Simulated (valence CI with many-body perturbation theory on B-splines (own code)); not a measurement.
**Levels and ionisation energy of Hf⁶⁴⁺**

What does CI with core correlation give for the spectrum of Hf⁶⁴⁺? Levels and ionisation energy come from one run, set against NIST.

The numbers are computed with an in-house CI+MBPT code version 3 (configuration interaction of the valence electrons, many-body perturbation theory for a frozen closed Dirac-Fock core, no-pair Dirac Hamiltonian, B-spline basis), except any that are marked as measured or tabulated.

### Step 1. What is computed

- element: hafnium (Z = 72, A = 180)
- charge: +64
- frozen core: [He]
- start configuration of the valence electrons: 2s2 2p4
- nuclear rms radius: 5.3470 fm

### Step 2. The calculation

Input settings:

```ini
atom Hf  Z=72  mass_number=180  rms_radius_fm=5.3470
core [He]
valence 2s2 2p4
avg = 1
basis = M
breit = 1
cap = 40000
capref = 1200
cscale = 1
de = 0.0
dress = 0
eps = 2e-08
h = 0.27
hh = 1
l2 = 3
lcore = 6
maxit = 60
n2 = 5
natural = 1
nlev = 35
nno = [5, 5, 5, 4, 2, 1]
nroot = 26
nsp = [4, 4, 3, 2, 1, 0]
pt2 = 1
qed = 1
rpa = 1
s1 = 1
s2 = 1
s3 = 1
screen = 1
tol = 2e-05
```

The run is started by

```
$ python run_cv.py task.json out
```

task.json holds these settings.

The program printed:

```text
rmax 1.3 intervals 54 orbitals 63 references ['2s2 2p4', '2s 2p5', '2p6'] scf 3
2J=3 par=1 roots 2 ref 60 generators 2 cand 6143/25872 P 1159/3992 nnz 2.3e+06 it 5
2J=3 par=1 roots 2 ref 60 generators 4 cand 5905/24013 P 3617/15774 nnz 3.4e+07 it 5
   second order: generators 5 cand 7050/48198 e2 -0.00003 -0.00003
reference levels 514, estimated 353, window 77151553 1/cm; series limit 103855576, core excitation 445619226
2J=4 par=0 roots 12 ref 76 generators 11 cand 33090/408699 P 1631/8000 nnz 5.6e+06 it 5
2J=4 par=0 roots 12 ref 76 generators 16 cand 34643/416235 P 5234/39988 nnz 8.5e+07 it 6
   second order: generators 20 cand 43019/572981 e2 -0.03636 -0.00550
2J=0 par=0 roots 8 ref 30 generators 11 cand 27589/103054 P 3573/7991 nnz 3.2e+06 it 5
2J=0 par=0 roots 8 ref 30 generators 15 cand 27518/102569 P 12118/39997 nnz 6.6e+07 it 6
   second order: generators 18 cand 25822/92976 e2 -0.00193 -0.00006
2J=2 par=0 roots 11 ref 67 generators 10 cand 31862/290126 P 1729/7998 nnz 5e+06 it 5
2J=2 par=0 roots 11 ref 67 generators 16 cand 33099/294095 P 5931/39989 nnz 8.3e+07 it 9
   second order: generators 20 cand 36730/363673 e2 -0.02294 -0.00535
2J=4 par=1 roots 11 ref 66 generators 9 cand 29930/341056 P 1618/7996 nnz 5.3e+06 it 5
2J=4 par=1 roots 11 ref 66 generators 17 cand 37086/438205 P 5334/39999 nnz 8.4e+07 it 9
   second order: generators 20 cand 42162/630088 e2 -0.02220 -0.00954
2J=2 par=1 roots 12 ref 61 generators 11 cand 33245/295106 P 1876/7984 nnz 4.8e+06 it 5
2J=2 par=1 roots 12 ref 61 generators 18 cand 34780/304830 P 6774/39985 nnz 7.7e+07 it 5
   second order: generators 23 cand 39345/436388 e2 -0.01527 -0.00395
2J=0 par=1 roots 6 ref 24 generators 8 cand 26797/101053 P 3252/7999 nnz 3.5e+06 it 5
2J=0 par=1 roots 6 ref 24 generators 12 cand 26208/98560 P 11761/39993 nnz 7.2e+07 it 5
   second order: generators 15 cand 27217/137122 e2 -0.00059 -0.00007
2J=6 par=0 roots 6 ref 53 generators 8 cand 31625/436983 P 1487/7999 nnz 5.3e+06 it 5
2J=6 par=0 roots 6 ref 53 generators 10 cand 31623/439394 P 4611/40000 nnz 9.4e+07 it 5
   second order: generators 12 cand 32964/500418 e2 -0.02263 -0.00791
2J=6 par=1 roots 7 ref 49 generators 8 cand 32484/444544 P 1647/7997 nnz 5.1e+06 it 5
2J=6 par=1 roots 7 ref 49 generators 13 cand 34078/464561 P 4941/39988 nnz 9e+07 it 6
   second order: generators 16 cand 43546/739489 e2 -0.02297 -0.00900
2J=8 par=1 roots 3 ref 28 generators 4 cand 19579/306099 P 1552/7994 nnz 5.4e+06 it 5
2J=8 par=1 roots 3 ref 28 generators 6 cand 21113/317595 P 4236/39930 nnz 1.2e+08 it 5
   second order: generators 7 cand 23669/436985 e2 -0.00665 -0.00321
2J=8 par=0 roots 2 ref 28 generators 4 cand 19861/305253 P 1450/7975 nnz 5.8e+06 it 5
2J=8 par=0 roots 2 ref 28 generators 4 cand 18972/299800 P 4282/39993 nnz 1.2e+08 it 5
   second order: generators 5 cand 17024/277456 e2 -0.00422 -0.00346
2J=10 par=1 roots 1 ref 12 generators 1 cand 6678/106545 P 1293/7980 nnz 6.5e+06 it 5
2J=10 par=1 roots 1 ref 12 generators 1 cand 5958/101077 P 3688/39999 nnz 2e+08 it 5
   second order: generators 1 cand 3563/69058 e2 -0.00024 -0.00024
2J=10 par=0 roots 1 ref 12 generators 2 cand 8935/120141 P 1201/7996 nnz 8.2e+06 it 5
2J=10 par=0 roots 1 ref 12 generators 2 cand 8306/114657 P 3225/35717 nnz 1.7e+08 it 5
   second order: generators 3 cand 11655/159537 e2 -0.00059 -0.00059
left out: unestimated 102438558, estimated 81371820, shifts from estimates -280 to 140
```

It took 6.9 min on 1 thread of Arm Neoverse N1, shared host; peak memory 1.6 GiB.

In the log, the blocks before «reference levels» are the next ion; each later block is one J and parity (par 1 is odd): roots sought, reference size, generators, candidates and the variational space P (configurations/state functions), Hamiltonian entries, Davidson iterations; e2 is the second-order remainder in hartree. Σ1, Σ2 and Σ3 are the one-, two- and three-electron terms by which the core's correlation enters. In the settings nsp and nno count spectroscopic and correlating orbitals by l, and s1, s2, s3 switch or scale the Σ terms.

### Step 3. Levels

The computed levels (result record; ° odd parity; named by the leading configuration and LS term). The first 24 of 72 are listed.

```tsv
#	level	configuration weight	term weight	energy (eV)	g	lifetime (s)
0	2s2 2p4 ³P2	1.00	0.68	0.00	1.308	-
1	2s2 2p4 ¹S0	1.00	0.65	58.46	-	1.28e-02
2	2s2 2p4 ³P1	1.00	1.00	1232.8	1.471	5.09e-11
3	2s2 2p4 ¹D2	1.00	0.68	1251.5	1.123	1.14e-10
4	2s 2p5 ³P°2	1.00	1.00	1623.3	1.465	1.28e-13
5	2s 2p5 ¹P°1	1.00	0.62	1704.1	1.158	5.13e-14
6	2s2 2p4 ³P0	0.99	0.65	2508.2	-	1.55e-11
7	2s 2p5 ³P°0	1.00	1.00	2867.5	-	6.45e-14
8	2s 2p5 ³P°1	1.00	0.62	2905.2	1.266	5.88e-14
9	2p6 ¹S0	0.99	1.00	3365.0	-	3.16e-14
10	2s2 2p3 3s ³P°2	1.00	0.49	8172.6	1.485	1.02e-14
11	2s2 2p3 3s ¹P°1	1.00	0.32	8181.4	1.144	4.33e-15
12	2s2 2p3 3p ³P1	1.00	0.32	8289.4	1.472	7.95e-13
13	2s2 2p3 3p ³D2	1.00	0.26	8290.9	1.154	4.91e-13
14	2s2 2p3 3p ³D3	1.00	0.50	8641.9	1.319	4.79e-13
15	2s2 2p3 3p ³P1	1.00	0.35	8642.3	1.332	4.73e-13
16	2s2 2p3 3p ³P2	1.00	0.45	8670.1	1.311	5.20e-13
17	2s2 2p3 3p ³P0	1.00	0.70	8695.5	-	2.31e-13
18	2s2 2p3 3d ³D°2	1.00	0.33	8759.0	1.029	8.52e-15
19	2s2 2p3 3d ³F°3	1.00	0.27	8766.9	1.070	4.26e-14
20	2s2 2p3 3d ³D°1	1.00	0.35	8770.5	1.076	2.80e-15
21	2s2 2p3 3d ³P°0	1.00	0.64	8774.0	-	1.05e-12
22	2s2 2p3 3d ³F°4	1.00	0.51	8849.8	1.236	6.88e-12
23	2s2 2p3 3d ³D°2	1.00	0.34	8861.1	1.222	1.09e-15
```

### Step 4. The Hamiltonian term by term

The same run repeats the diagonalisation with simpler Hamiltonians; each column adds a term to the one before, and the last is the full result. Excitation energies in eV:

```tsv
level	valence CI alone	+ Σ1	+ Σ2	+ Σ3	+ Breit	full, with QED
2s2 2p4 ¹S0	50.62	50.62	50.87	50.83	58.49	58.46
2s2 2p4 ³P1	1243.1	1243.3	1243.4	1243.3	1231.1	1232.8
2s2 2p4 ¹D2	1269.1	1269.3	1269.3	1269.3	1249.8	1251.5
2s 2p5 ³P°2	1640.4	1640.3	1639.9	1639.7	1637.8	1623.3
2s 2p5 ¹P°1	1719.0	1718.9	1718.4	1718.0	1718.7	1704.1
2s2 2p4 ³P0	2531.4	2531.8	2532.1	2532.0	2504.9	2508.2
2s 2p5 ³P°0	2894.8	2894.8	2894.8	2894.5	2880.4	2867.5
2s 2p5 ³P°1	2936.7	2936.8	2936.4	2936.1	2918.0	2905.2
ionisation energy (eV)	15369.0	15369.3	15369.6	15369.4	15354.5	15352.6
```

### Step 5. Lines

Listed are the E1 lines of largest gf, the fastest ones to the lowest level and a few forbidden lines. Rates are at computed energies, electric ones in the length gauge, E1 and E2 with static core polarisation; wavelengths are in vacuum.

```tsv
upper	lower	type	λ (nm)	A (1/s)	branching
56: 2s 2p4 3p ³P°1	0: 2s2 2p4 ³P2	E1	0.1246	6.20e+14	0.92
44: 2s 2p4 3p ³D°3	0: 2s2 2p4 ³P2	E1	0.1259	4.80e+14	0.99
24: 2s2 2p3 3d ³D°3	0: 2s2 2p4 ³P2	E1	0.1397	2.04e+15	1.00
23: 2s2 2p3 3d ³D°2	0: 2s2 2p4 ³P2	E1	0.1399	9.14e+14	1.00
25: 2s2 2p3 3d ³D°1	1: 2s2 2p4 ¹S0	E1	0.1404	1.25e+15	0.92
33: 2s2 2p3 3p ³F2	13: 2s2 2p3 3p ³D2	M1	1.016	1.35e+10	0.01
32: 2s2 2p3 3p ⁵P1	12: 2s2 2p3 3p ³P1	M1	1.022	1.40e+10	0.02
2: 2s2 2p4 ³P1	1: 2s2 2p4 ¹S0	M1	1.056	5.14e+09	0.26
54: 2s2 2p3 3p ³D2	31: 2s2 2p3 3s ³P°1	E1	2.587	9.59e+11	0.36
19: 2s2 2p3 3d ³F°3	13: 2s2 2p3 3p ³D2	E1	2.605	8.28e+11	0.04
46: 2s2 2p3 3p ⁵P3	26: 2s2 2p3 3s ⁵S°2	E1	2.633	1.22e+12	0.48
14: 2s2 2p3 3p ³D3	10: 2s2 2p3 3s ³P°2	E1	2.642	1.18e+12	0.56
51: 2s2 2p3 3p ³D3	28: 2s2 2p3 3s ³D°3	E1	2.645	6.60e+11	0.26
50: 2s2 2p3 3p ³F4	28: 2s2 2p3 3s ³D°3	E1	2.649	1.17e+12	0.44
1: 2s2 2p4 ¹S0	0: 2s2 2p4 ³P2	E2	21.21	7.79e+01	1.00
```

### Step 6. What came out

```
                                  quantity               computed                              tabulated
                              lowest level            2s2 2p4 ³P2                                2p4 ³P2
                          first excitation  2s2 2p4 ¹S0, 58.46 eV                                      -
 ionisation energy, to 2s2 2p3 ²P° J = 3/2               15353 eV  15351 ± 24 eV (tabulated theoretical)
 dipole polarisability of the lowest level        6.964e-05 bohr³                                      -
     hyperfine A/(μ/I) of the lowest level             743861 MHz                                      -
no level missing from the run's list below             10088.8 eV                                      -
```

**Reading.** The ionisation energy is 1.6 eV (0.01 %) above the NIST entry, whose uncertainty is 24 eV. Of the added terms Breit moves the ionisation energy most, by -14.9 eV. The lowest level is 100 % 2s2 2p4, but only 68 % ³P beside 32 % ¹D, so its LS name says little. Cautions: intervals between levels of different J carry noise of about a tenth of the second-order remainder, tens of cm⁻¹ or more; by estimate large intervals hold to a few tenths of a per cent, small ones and the rates on them less well.
